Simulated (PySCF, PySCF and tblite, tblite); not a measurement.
**C4H10O2SSi: a path driven as ring inversion, and NMR exchange**

How fast is ring inversion in C4H10O2SSi (`O=S1(=O)CCC[SiH2]C1`), and when do the exchanging lines merge?

Computed with tblite 0.8.0 (tight binding) and PySCF 2.14.0 (DFT, with response routines of our own); each step states its level. Atoms count from 0 throughout.

### 1 The starting structure

18 atoms, charge 0, multiplicity 1; geometry from: force field or distance geometry start.

Bonds of the start (Å): C3–C4 1.53, C3–H8 1.09, C3–H9 1.08, C4–C5 1.53, C4–H10 1.10, C4–H11 1.09, C5–H12 1.09, C5–H13 1.10, C5–Si6 1.87, C7–H16 1.09, C7–H17 1.10, O0–S1 1.46, S1–C3 1.80, S1–C7 1.79, S1–O2 1.44, Si6–C7 1.82, Si6–H14 1.48, Si6–H15 1.47.

### 2 GFN2-xTB relaxation, start minimum

What the job is given:

```
{"job": {"xc": "GFN2-xTB", "basis": "xTB", "kind": "relax"}, "charge": 0, "multiplicity": 1}
O     -1.032500    -1.599500     1.441300
S     -1.231100    -1.169900     0.057600
O     -2.302800    -1.737200    -0.714500
C     -1.440300     0.613100     0.035900
C     -0.329400     1.354300     0.779800
C      1.020400     1.248500     0.062400
Si     1.645900    -0.505600    -0.152200
C      0.279000    -1.496800    -0.836800
H     -2.395700     0.798200     0.533000
H     -1.524300     0.915100    -0.997900
H     -0.606400     2.414100     0.832000
H     -0.247300     0.990200     1.806100
H      0.944000     1.714800    -0.915300
H      1.775100     1.823000     0.623400
H      2.105700    -1.023900     1.160100
H      2.805000    -0.507100    -1.060200
H      0.457400    -2.574900    -0.781200
H      0.068400    -1.250200    -1.885300
```

Launch:

```sh
$ OMP_NUM_THREADS=1 python ens_run.py task.json out
```

This one command runs the whole study; its stages follow in the order run.

Log:

```text
step      E/eV     max force
  0    -727.98872    1.998
  1    -728.07159    1.183
  2    -728.08955    0.426
  3    -728.10168    0.319
  4    -728.11669    0.231
  5    -728.12035    0.136
  6    -728.12390    0.169
  7    -728.12647    0.163
  8    -728.12977    0.193
  9    -728.13245    0.168
 10    -728.13481    0.118
 11    -728.13689    0.126
 12    -728.13907    0.120
 13    -728.14126    0.118
 14    -728.14326    0.111
 15    -728.14516    0.116
 16    -728.14723    0.113
 17    -728.14964    0.102
 18    -728.15219    0.100
 19    -728.15428    0.092
 20    -728.15563    0.077
 21    -728.15643    0.079
 22    -728.15706    0.061
 23    -728.15765    0.056
 24    -728.15818    0.070
 25    -728.15864    0.066
 26    -728.15905    0.053
 27    -728.15940    0.038
 28    -728.15966    0.037
 29    -728.15987    0.037
 30    -728.16008    0.043
 31    -728.16035    0.042
 32    -728.16067    0.045
 33    -728.16100    0.045
 34    -728.16132    0.039
 35    -728.16165    0.039
 36    -728.16198    0.037
 37    -728.16225    0.036
 38    -728.16246    0.029
 39    -728.16265    0.033
 40    -728.16287    0.033
 41    -728.16310    0.039
 42    -728.16330    0.031
 43    -728.16344    0.028
 44    -728.16356    0.027
 45    -728.16368    0.026
 46    -728.16378    0.020
 47    -728.16385    0.021
 48    -728.16392    0.022
 49    -728.16399    0.022
 50    -728.16408    0.020
 51    -728.16416    0.017
 52    -728.16422    0.017
 53    -728.16427    0.019
 54    -728.16432    0.018
 55    -728.16437    0.014
 56    -728.16441    0.013
 57    -728.16444    0.012
 58    -728.16446    0.010
 59    -728.16448    0.009
 60    -728.16450    0.011
 61    -728.16451    0.007
 62    -728.16451    0.005
 63    -728.16452    0.004
 64    -728.16452    0.005
 65    -728.16452    0.003
 66    -728.16452    0.002
```

It took 0.69 s on 1 thread of AMD EPYC 7B13, shared host.

The energy fell by 0.176 eV, and the atoms moved 0.13 Å (root mean square).

### 3 Relaxed scan, ring torsion 4 driven

What the job is given:

```
{"job": {"xc": "GFN2-xTB", "basis": "xTB", "coordinate": [["t", [5, 6, 7, 1], 1.0]], "kind": "drive"}, "charge": 0, "multiplicity": 1}
O     -0.801996    -1.482870     1.456319
S     -1.167491    -1.164269     0.100355
O     -2.329829    -1.815593    -0.444477
C     -1.424166     0.635268    -0.011142
C     -0.344461     1.358583     0.765278
C      1.017877     1.268595     0.076363
Si     1.650273    -0.521086    -0.082257
C      0.261114    -1.485961    -0.934358
H     -2.413515     0.806658     0.406781
H     -1.430422     0.885125    -1.069468
H     -0.626240     2.408771     0.889787
H     -0.289088     0.905196     1.756796
H      0.945786     1.733364    -0.910749
H      1.734432     1.867477     0.639880
H      1.979647    -1.111009     1.211042
H      2.805986    -0.557458    -0.991076
H      0.414106    -2.558339    -0.932228
H      0.009228    -1.166133    -1.938503
```

Log:

```text
point  coordinate     E/eV
  0    -41.300     -728.13608
  1    -27.700     -728.08171
  2    -14.100     -728.02702
  3     -0.200     -727.98892
  4     13.600     -727.97666
  5     27.400     -727.98733
  6     41.000     -728.00968
  7     54.400     -728.02747
```

It took 2.5 s on 1 thread of AMD EPYC 7B13, shared host.

The highest point is number 4, 3.7 kcal/mol above the first.

### 4 Relaxed scan, ring torsion 1 driven

What the job is given:

```
{"job": {"xc": "GFN2-xTB", "basis": "xTB", "coordinate": [["t", [1, 3, 4, 5], 1.0]], "kind": "drive"}, "charge": 0, "multiplicity": 1}
O     -2.176766    -1.638465     0.693333
S     -1.316069    -1.073185    -0.313353
O     -1.631354    -1.344587    -1.691192
C     -1.331773     0.741760    -0.093104
C     -0.288399     1.161928     0.920441
C      1.109228     1.233530     0.298712
Si     1.519552    -0.332217    -0.714752
C      0.365733    -1.648746    -0.010585
H     -2.343408     0.958433     0.241561
H     -1.165161     1.180610    -1.072824
H     -0.551421     2.138025     1.338477
H     -0.304347     0.443916     1.743624
H      1.165758     2.118651    -0.337279
H      1.841733     1.386881     1.092395
H      2.902451    -0.769852    -0.491210
H      1.259887    -0.144681    -2.143014
H      0.461030    -1.813895     1.055963
H      0.430638    -2.600979    -0.522761
```

Log:

```text
point  coordinate     E/eV
  0     67.300     -728.02548
  1     52.800     -728.07362
  2     39.600     -728.08165
  3     26.100     -728.04348
  4     12.400     -727.98411
  5     -2.000     -727.97080
  6    -16.000     -727.98521
  7    -29.700     -728.00444
  8    -43.200     -728.00811
  9    -56.600     -727.97089
 10    -71.100     -727.94738
```

Wall time 5.3 s (1 thread of AMD EPYC 7B13, shared host).

The highest point is number 10, 1.8 kcal/mol above the first.

### 5 Relaxed scan, ring torsion 4 driven

What the job is given:

```
{"job": {"xc": "GFN2-xTB", "basis": "xTB", "coordinate": [["t", [5, 6, 7, 1], 1.0]], "kind": "drive"}, "charge": 0, "multiplicity": 1}
O     -1.600132    -1.958118     0.970487
S     -1.448551    -0.942944    -0.038469
O     -2.549763    -0.727337    -0.941082
C     -1.123253     0.639075     0.817882
C     -0.184283     1.500954     0.000613
C      1.276649     1.081769     0.187492
Si     1.506391    -0.804984     0.001834
C      0.012373    -1.350395    -1.013641
H     -0.721271     0.392151     1.796465
H     -2.107649     1.088204     0.925350
H     -0.474073     1.419704    -1.049549
H     -0.301470     2.550124     0.287337
H      1.894384     1.622108    -0.531160
H      1.611557     1.405695     1.174443
H      1.512210    -1.485806     1.297810
H      2.719418    -1.126021    -0.759609
H     -0.042765    -2.421842    -1.163131
H     -0.093006    -0.854112    -1.971029
```

Log:

```text
point  coordinate     E/eV
  0    -47.400     -728.01890
  1    -32.900     -727.98498
  2    -18.200     -727.96528
  3     -3.400     -727.97440
  4     11.300     -728.01402
  5     26.000     -728.07231
  6     40.400     -728.13237
  7     54.400     -728.16376
```

Wall time 2.7 s (1 thread of AMD EPYC 7B13, shared host).

The highest point is number 2, 1.2 kcal/mol above the first.

### 6 Nudged elastic band, leg 3

What the job is given:

```
{"job": {"xc": "GFN2-xTB", "basis": "xTB", "kind": "neb"}, "charge": 0, "multiplicity": 1}
O     -2.393055    -1.659628    -0.489272
S     -1.206209    -0.855280    -0.613031
O     -0.837858    -0.427260    -1.940678
C     -1.440165     0.634929     0.415758
C     -0.132336     1.199155     0.940716
C      0.946186     1.240067    -0.146024
Si     1.597729    -0.506563    -0.540143
C      0.230877    -1.689733     0.044297
H     -2.121886     0.348900     1.212468
H     -1.937855     1.335504    -0.252037
H     -0.318812     2.210309     1.316501
H      0.217318     0.603529     1.787661
H      0.522452     1.688777    -1.043997
H      1.756008     1.892673     0.181750
H      2.750172    -0.807832     0.329558
H      1.930287    -0.714007    -1.942275
H      0.104525    -1.808444     1.113032
H      0.266353    -2.666397    -0.421179
```

Log:

```text
image   E - E0 / eV
  0       0.0000
  1       0.0468
  2       0.1469
  3       0.1165
  4       0.1045
  5       0.0806
  6       0.0721
```

It took 2.2 s on 1 thread of AMD EPYC 7B13, shared host; peak memory 0.2 GiB.

The highest point is number 2, 3.4 kcal/mol above the first.

### 7 Saddle search, leg 3

What the job is given:

```
{"job": {"xc": "GFN2-xTB", "basis": "xTB", "kind": "saddle"}, "charge": 0, "multiplicity": 1}
O     -2.436650    -1.521246    -0.689682
S     -1.211348    -0.767130    -0.690246
O     -0.817548    -0.158864    -1.934673
C     -1.370951     0.485075     0.622584
C     -0.170865     1.414866     0.809764
C      1.003428     1.202571    -0.156177
Si     1.611678    -0.584578    -0.400413
C      0.153679    -1.757518    -0.097842
H     -1.565523    -0.118695     1.506430
H     -2.281436     1.024887     0.376048
H     -0.509844     2.447513     0.689737
H      0.194071     1.317624     1.834609
H      0.709156     1.568505    -1.139548
H      1.821724     1.840611     0.183500
H      2.638853    -0.954790     0.588593
H      2.103397    -0.769257    -1.764119
H     -0.062372    -1.996999     0.935894
H      0.190554    -2.672575    -0.674460
```

Log:

```text
step      E/eV     max force
  0    -727.93946   0.0550
  1    -727.94431   0.0594
  2    -727.94760   0.0816
  3    -727.95160   0.0973
  4    -727.95623   0.1034
  5    -727.96147   0.0989
  6    -727.96905   0.0361
  7    -727.97068   0.0886
  8    -727.97052   0.0135
  9    -727.97121   0.0144
 10    -727.97125   0.0022
lowest wavenumbers (cm-1): -92.8 103.9 195.3 204.3 234.8 290.1
```

Run time: 5.3 s. Hardware: 1 thread of AMD EPYC 7B13, shared host; peak memory 0.2 GiB.

Point group C1; 1 imaginary mode, 93i cm⁻¹, carried by C4, C3, Si6, H8. Steps downhill from it reached both ends.

### 8 Nudged elastic band, leg 4

What the job is given:

```
{"job": {"xc": "GFN2-xTB", "basis": "xTB", "kind": "neb"}, "charge": 0, "multiplicity": 1}
O     -2.511487    -1.497807    -0.326932
S     -1.354196    -0.678672    -0.577446
O     -1.347641     0.099902    -1.786811
C     -1.146571     0.416892     0.865058
C     -0.176983     1.553177     0.589600
C      1.005880     1.136615    -0.292911
Si     1.575203    -0.647589    -0.003719
C      0.112613    -1.729202    -0.542334
H     -0.800691    -0.248101     1.653171
H     -2.141850     0.775101     1.116845
H     -0.713778     2.364290     0.093881
H      0.190689     1.936236     1.545386
H      0.686814     1.197831    -1.334960
H      1.813350     1.857990    -0.167375
H      1.854068    -0.912413     1.417068
H      2.746114    -0.968947    -0.823794
H     -0.121543    -2.547800     0.127326
H      0.216643    -2.119692    -1.547925
```

Log:

```text
image   E - E0 / eV
  0       0.0000
  1       0.0338
  2       0.0688
  3       0.0540
  4       0.0157
  5      -0.0133
  6      -0.0264
```

It took 1.9 s on 1 thread of AMD EPYC 7B13, shared host; peak memory 0.2 GiB.

The highest point is number 2, 1.6 kcal/mol above the first.

### 9 Saddle search, leg 4

What the job is given:

```
{"job": {"xc": "GFN2-xTB", "basis": "xTB", "kind": "saddle"}, "charge": 0, "multiplicity": 1}
O     -2.513225    -1.574758    -0.056558
S     -1.424876    -0.720073    -0.455216
O     -1.599108     0.055204    -1.654158
C     -1.071727     0.422459     0.920442
C     -0.258961     1.577177     0.378191
C      1.146778     1.172846    -0.101782
Si     1.545760    -0.687010    -0.060503
C      0.063746    -1.719432    -0.630887
H     -0.559343    -0.154657     1.685395
H     -2.040944     0.742393     1.295819
H     -0.824393     1.977786    -0.464641
H     -0.189618     2.365250     1.131814
H      1.277487     1.519260    -1.127183
H      1.897189     1.703512     0.486523
H      1.863912    -1.104789     1.315712
H      2.678957    -0.967927    -0.947354
H     -0.097619    -2.611459    -0.038059
H      0.105983    -1.995781    -1.677554
```

Log:

```text
step      E/eV     max force
  0    -727.94546   0.0403
  1    -727.94702   0.1152
  2    -727.94701   0.0310
  3    -727.94737   0.0512
  4    -727.94786   0.0576
  5    -727.94841   0.0532
  6    -727.94873   0.0073
  7    -727.94874   0.0033
lowest wavenumbers (cm-1): -89.9 58.0 187.0 219.6 265.0 294.1
```

Wall time 4.8 s (1 thread of AMD EPYC 7B13, shared host); peak memory 0.2 GiB.

Point group C1; 1 imaginary mode, 90i cm⁻¹, carried by C5, H12, H13, C4. Steps downhill from it reached both ends.

### 10 Nudged elastic band, leg 5

What the job is given:

```
{"job": {"xc": "GFN2-xTB", "basis": "xTB", "kind": "neb"}, "charge": 0, "multiplicity": 1}
O     -1.600132    -1.958118     0.970487
S     -1.448551    -0.942944    -0.038469
O     -2.549763    -0.727337    -0.941082
C     -1.123253     0.639075     0.817882
C     -0.184283     1.500954     0.000613
C      1.276649     1.081769     0.187492
Si     1.506391    -0.804984     0.001834
C      0.012373    -1.350395    -1.013641
H     -0.721271     0.392151     1.796465
H     -2.107649     1.088204     0.925350
H     -0.474073     1.419704    -1.049549
H     -0.301470     2.550124     0.287337
H      1.894384     1.622108    -0.531160
H      1.611557     1.405695     1.174443
H      1.512210    -1.485806     1.297810
H      2.719418    -1.126021    -0.759609
H     -0.042765    -2.421842    -1.163131
H     -0.093006    -0.854112    -1.971029
```

Log:

```text
image   E - E0 / eV
  0       0.0000
  1       0.0316
  2       0.0748
  3       0.0649
  4       0.0047
  5      -0.0796
  6      -0.1239
```

Run time: 1.9 s. Hardware: 1 thread of AMD EPYC 7B13, shared host; peak memory 0.2 GiB.

The highest point is number 2, 1.7 kcal/mol above the first.

### 11 Saddle search, leg 5

What the job is given:

```
{"job": {"xc": "GFN2-xTB", "basis": "xTB", "kind": "saddle"}, "charge": 0, "multiplicity": 1}
O     -2.145587    -1.785090     0.751635
S     -1.526600    -0.847459    -0.148602
O     -2.280258    -0.428881    -1.301887
C     -1.144876     0.649096     0.814349
C     -0.174871     1.524925     0.051791
C      1.270553     1.092901     0.295581
Si     1.606200    -0.713312    -0.214768
C      0.011894    -1.577114    -0.767607
H     -0.765061     0.322366     1.778023
H     -2.115861     1.122080     0.943180
H     -0.422542     1.460164    -1.010541
H     -0.299709     2.568580     0.354801
H      1.939001     1.779591    -0.224181
H      1.488961     1.210593     1.359668
H      2.148358    -1.437959     0.940988
H      2.543168    -0.770802    -1.345277
H     -0.020759    -2.607450    -0.432488
H     -0.112012    -1.562231    -1.844666
```

Log:

```text
step      E/eV     max force
  0    -727.96587   0.0485
  1    -727.96984   0.1242
  2    -727.96831   0.0374
  3    -727.96982   0.0581
  4    -727.97117   0.0805
  5    -727.97238   0.0941
  6    -727.97399   0.0591
  7    -727.97636   0.0980
  8    -727.97761   0.0525
  9    -727.97786   0.0237
 10    -727.97751   0.1175
 11    -727.97796   0.0041
 12    -727.97796   0.0000
lowest wavenumbers (cm-1): -80.7 65.2 206.2 236.9 254.8 289.8
```

Wall time 5.5 s (1 thread of AMD EPYC 7B13, shared host); peak memory 0.2 GiB.

Point group C1; 1 imaginary mode, 81i cm⁻¹, carried by Si6, C7, O2, H15. Steps downhill from it reached both ends.

### 12 Shieldings, start: PBE0/pcSseg-1

What the job is given:

```
{"job": {"kind": "nmr", "xc": "PBE0", "basis": "pcSseg-1", "pop": false}, "charge": 0, "multiplicity": 1}
O     -0.801996    -1.482870     1.456319
S     -1.167491    -1.164269     0.100355
O     -2.329829    -1.815593    -0.444477
C     -1.424166     0.635268    -0.011142
C     -0.344461     1.358583     0.765278
C      1.017877     1.268595     0.076363
Si     1.650273    -0.521086    -0.082257
C      0.261114    -1.485961    -0.934358
H     -2.413515     0.806658     0.406781
H     -1.430422     0.885125    -1.069468
H     -0.626240     2.408771     0.889787
H     -0.289088     0.905196     1.756796
H      0.945786     1.733364    -0.910749
H      1.734432     1.867477     0.639880
H      1.979647    -1.111009     1.211042
H      2.805986    -0.557458    -0.991076
H      0.414106    -2.558339    -0.932228
H      0.009228    -1.166133    -1.938503
```

Log:

```text
coarse grid: 15968 points
cycle   1  E = -995.5364683046  dE =  1.708e+00  |g| = 1.150e+00  |ddm| = 4.014e+00
cycle   2  E = -994.9430819564  dE =  5.934e-01  |g| = 2.127e+00  |ddm| = 2.976e+00
cycle   3  E = -995.7717298412  dE = -8.286e-01  |g| = 2.123e-01  |ddm| = 2.193e+00
cycle   4  E = -995.7814816985  dE = -9.752e-03  |g| = 7.637e-02  |ddm| = 2.535e-01
cycle   5  E = -995.7829068828  dE = -1.425e-03  |g| = 9.784e-03  |ddm| = 7.097e-02
cycle   6  E = -995.7829271650  dE = -2.028e-05  |g| = 3.446e-03  |ddm| = 1.283e-02
cycle   7  E = -995.7829298324  dE = -2.667e-06  |g| = 9.135e-04  |ddm| = 3.943e-03
final grid: 144640 points
cycle   8  E = -995.8543060505  dE = -2.829e-05  |g| = 1.183e-02  |ddm| = 2.961e-02
cycle   9  E = -995.8542624575  dE =  4.359e-05  |g| = 1.865e-02  |ddm| = 2.660e-02
cycle  10  E = -995.8543352151  dE = -7.276e-05  |g| = 2.374e-03  |ddm| = 1.758e-02
cycle  11  E = -995.8543362456  dE = -1.030e-06  |g| = 2.460e-04  |ddm| = 1.949e-03
cycle  12  E = -995.8543362589  dE = -1.327e-08  |g| = 9.781e-05  |ddm| = 3.588e-04
cycle  13  E = -995.8543362603  dE = -1.422e-09  |g| = 5.524e-05  |ddm| = 1.225e-04
cycle  14  E = -995.8543362608  dE = -5.371e-10  |g| = 1.148e-05  |ddm| = 5.213e-05
converged SCF energy = -995.8543362608

GIAO shielding tensors (ppm)
atom      isotropic    diamagn.    paramagn.     s11        s22        s33       span
  0 O      126.312     402.779    -276.467     50.654    121.463    206.818    156.164
  1 S      206.904    1051.186    -844.281     46.125    191.818    382.770    336.644
  2 O      107.610     396.362    -288.752     62.918     98.574    161.337     98.419
  3 C      124.157     258.085    -133.928     97.656    116.766    158.048     60.392
  4 C      162.254     249.593     -87.339    153.329    163.370    170.063     16.734
  5 C      176.296     253.018     -76.722    159.896    183.592    185.398     25.502
  6 Si     397.235     880.030    -482.795    370.051    394.180    427.474     57.423
  7 C      139.379     262.799    -123.420    107.104    123.007    188.027     80.923
  8 H       28.860      30.896      -2.036     24.620     27.943     34.016      9.396
  9 H       29.233      33.313      -4.080     26.500     28.588     32.610      6.110
 10 H       29.525      30.107      -0.582     23.436     27.702     37.437     14.001
 11 H       29.285      31.812      -2.527     25.857     28.069     33.929      8.072
 12 H       31.169      31.712      -0.544     27.145     28.715     37.645     10.501
 13 H       30.774      30.051       0.723     25.950     27.748     38.625     12.675
 14 H       27.244      29.004      -1.760     23.790     25.403     32.540      8.751
 15 H       27.417      28.565      -1.148     23.951     24.789     33.511      9.561
 16 H       28.811      30.131      -1.320     25.443     27.274     33.718      8.275
 17 H       29.388      32.838      -3.450     26.189     27.658     34.317      8.128
```

Wall time 27 s (1 thread of AMD EPYC 7B13, shared host); peak memory 0.9 GiB.

Key values: HOMO -8.07 eV, LUMO 0.64 eV; dipole 4.70 D.

(Part 1 of 2 ends here.)
